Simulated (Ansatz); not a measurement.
SrIr2, space group Fd-3m, a single point

Program: the Ansatz DFT code, driven from Python.

Input file `srir2.cif`:
```cif
data_SrIr2
_cell_length_a 5.444722
_cell_length_b 5.444722
_cell_length_c 5.444722
_cell_angle_alpha 60.00000
_cell_angle_beta 60.00000
_cell_angle_gamma 60.00000
_symmetry_space_group_name_H-M 'P 1'
_symmetry_Int_Tables_number 1
loop_
_symmetry_equiv_pos_as_xyz
'x, y, z'
loop_
_atom_site_label
_atom_site_type_symbol
_atom_site_fract_x
_atom_site_fract_y
_atom_site_fract_z
Sr1 Sr    0.000000    0.000000    0.000000
Sr2 Sr    0.250000    0.250000    0.250000
Ir3 Ir    0.625000    0.625000    0.625000
Ir4 Ir    0.125000    0.625000    0.625000
Ir5 Ir    0.625000    0.625000    0.125000
Ir6 Ir    0.625000    0.125000    0.625000
```

Interactive session:
```pycon
>>> from collections import Counter
>>> from pathlib import Path
>>> import ansatz
>>> from ase.io import read
>>> import numpy as np
>>> from pymatgen.core import Structure
>>> atoms = read('srir2.cif')
>>> cell = ansatz.Crystal.from_ase(atoms)
>>> calculation = (
...     cell.calculation()
...     .functional(ansatz.Functional.PBESOL)
...     .pseudopotentials('paw')
...     .basis(35 * ansatz.Ry)
...     .kpoints(5)
...     .occupations('cold', width=150 * ansatz.meV)
...     .populations()
...     .potential_components()
... )
>>> result = calculation.run(threads=1)

>>> data = result.report
>>> type(result).__name__, type(data).__name__
('RunOutcome', 'dict')
>>> data['published_state_doubts']
[]
>>> {key: value for key, value in data.items() if isinstance(value, (int, float)) and 'ev' in key}
{'gap_by_band_count_ev': -1.0726920598783316, 'fermi_energy_ev': 16.865892880989687, 'harris_foulkes_ev': -54181.88595662166, 'free_energy_ev': -54181.8859565878, 'internal_energy_ev': -54181.8857787381, 'lagrangian_ev': -54181.8859565878, 'energy_sigma0_ev': -54181.885897304564, 'lagrangian_sigma0_ev': -54181.885897304564, 'lagrangian_above_aufbau_ev': -0.010909563791166635, 'entropy_ts_ev': 0.00017784970148493754, 'loop_fermi_energy_ev': 16.865892880989687, 'occupations_fermi_energy_ev': 16.865892880994952}
>>> for key in ('converged', 'n_iterations', 'n_electrons', 'n_kpoints', 'n_pw', 'n_symmetry_ops', 'free_energy_ev', 'fermi_energy_ev'):
...     print(f'{key:18s} {data[key]}')
...
converged          True
n_iterations       8
n_electrons        88.0
n_kpoints          10
n_pw               2733
n_symmetry_ops     48
free_energy_ev     -54181.8859565878
fermi_energy_ev    16.865892880989687
>>> files = Path(result.write_results('tables'))
>>> print((files / 'populations.tsv').read_text())
# site	symbol	l	j	q
# orbitals = lowdin
# n_electrons = 88.000000
# spilling = 0.016635
0	Sr	0_4S	-	1.960159
0	Sr	0_5S	-	0.660951
0	Sr	1_4P	-	5.979920
1	Sr	0_4S	-	1.960159
1	Sr	0_5S	-	0.660951
1	Sr	1_4P	-	5.979920
2	Ir	0_5S	-	1.988989
2	Ir	0_6S	-	1.196183
2	Ir	1_5P	-	5.994921
2	Ir	2_5D	-	8.153421
3	Ir	0_5S	-	1.988989
3	Ir	0_6S	-	1.196183
3	Ir	1_5P	-	5.994921
3	Ir	2_5D	-	8.153421
4	Ir	0_5S	-	1.988989
4	Ir	0_6S	-	1.196183
4	Ir	1_5P	-	5.994921
4	Ir	2_5D	-	8.153421
5	Ir	0_5S	-	1.988989
5	Ir	0_6S	-	1.196183
5	Ir	1_5P	-	5.994921
5	Ir	2_5D	-	8.153421
>>> folder = Path(result.write_results('parts'))
>>> text = (folder / 'v_comp_z.tsv').read_text().splitlines()
>>> rows = np.array([line.split() for line in text if not line.startswith('#')], dtype=float)
>>> print(text[0])
# z_ang	v_loc[eV]	v_h[eV]	v_xc[eV]
>>> print(np.array2string(rows[:: max(len(rows) // 12, 1)], precision=3, suppress_small=True))
[[  0.     23.754 -18.437 -11.613]
 [  0.408  21.131 -17.237 -12.293]
 [  0.817  20.852 -16.858 -12.405]
 [  1.225  22.582 -18.212 -11.873]
 [  1.633  25.967 -17.404 -11.169]
 [  2.042  23.659 -10.316 -10.946]
 [  2.45    7.41    4.574 -11.808]
 [  2.858 -19.392  24.314 -13.709]
 [  3.267 -37.744  37.698 -15.051]
 [  3.675 -33.714  34.765 -14.763]
 [  4.084 -10.389  17.747 -13.036]
 [  4.492  14.652  -1.231 -11.375]
 [  4.9    25.637 -13.52  -10.925]
 [  5.309  24.993 -18.222 -11.371]]
>>> final = Structure(result.lattice.cell_ang, [s.symbol for s in result.lattice.sites], [s.position_frac for s in result.lattice.sites])
>>> for index, site in enumerate(final):
...     near = final.get_neighbors(site, 4.5)
...     edge = 1.15 * min(n.nn_distance for n in near)
...     shell = Counter((round(n.nn_distance, 2), n.specie.symbol) for n in near if n.nn_distance < edge)
...     print(f'{index:2d} {site.specie.symbol:2s}', ', '.join(f'{count} {symbol} at {d:.2f}' for (d, symbol), count in sorted(shell.items())))
...
 0 Sr 12 Ir at 3.19, 4 Sr at 3.33
 1 Sr 12 Ir at 3.19, 4 Sr at 3.33
 2 Ir 6 Ir at 2.72
 3 Ir 6 Ir at 2.72
 4 Ir 6 Ir at 2.72
 5 Ir 6 Ir at 2.72
>>> problems = list(data['published_state_doubts'])
>>> if not data['converged'] or data.get('closed_by') != 'deck_thresholds':
...     problems.append('loop closed by ' + str(data.get('closed_by')))
...
>>> print('accepted' if not problems else f'check before use: {problems}')
accepted
```

Total energies depend on the potentials; only differences at equal settings carry meaning. A total without «per atom» is that of the cell as typed. The mesh is modest for a metal, so energies can be off by several to tens of meV an atom and pressures by half a GPa or more; differences at equal mesh fare better. An absolute Fermi energy rests on an arbitrary zero of the periodic potential and has no direct meaning. A gap by band count of zero or less means overlapping bands, a metal. Of the deposited cell: the entry's cell lengths or inner coordinates differ somewhat from later room-temperature determinations. The structure is a deposited one; some such entries were measured under pressure or heat, so a shift against it needn't be the functional's error alone. Levels are Kohn-Sham eigenvalues on this mesh, without spin-orbit coupling. Finished in 5.7 s on 1 thread of Arm Neoverse V1, with other jobs on the host, peak memory 0.5 GiB.

(Lines on the test bed's own set-up are left out of the output.)
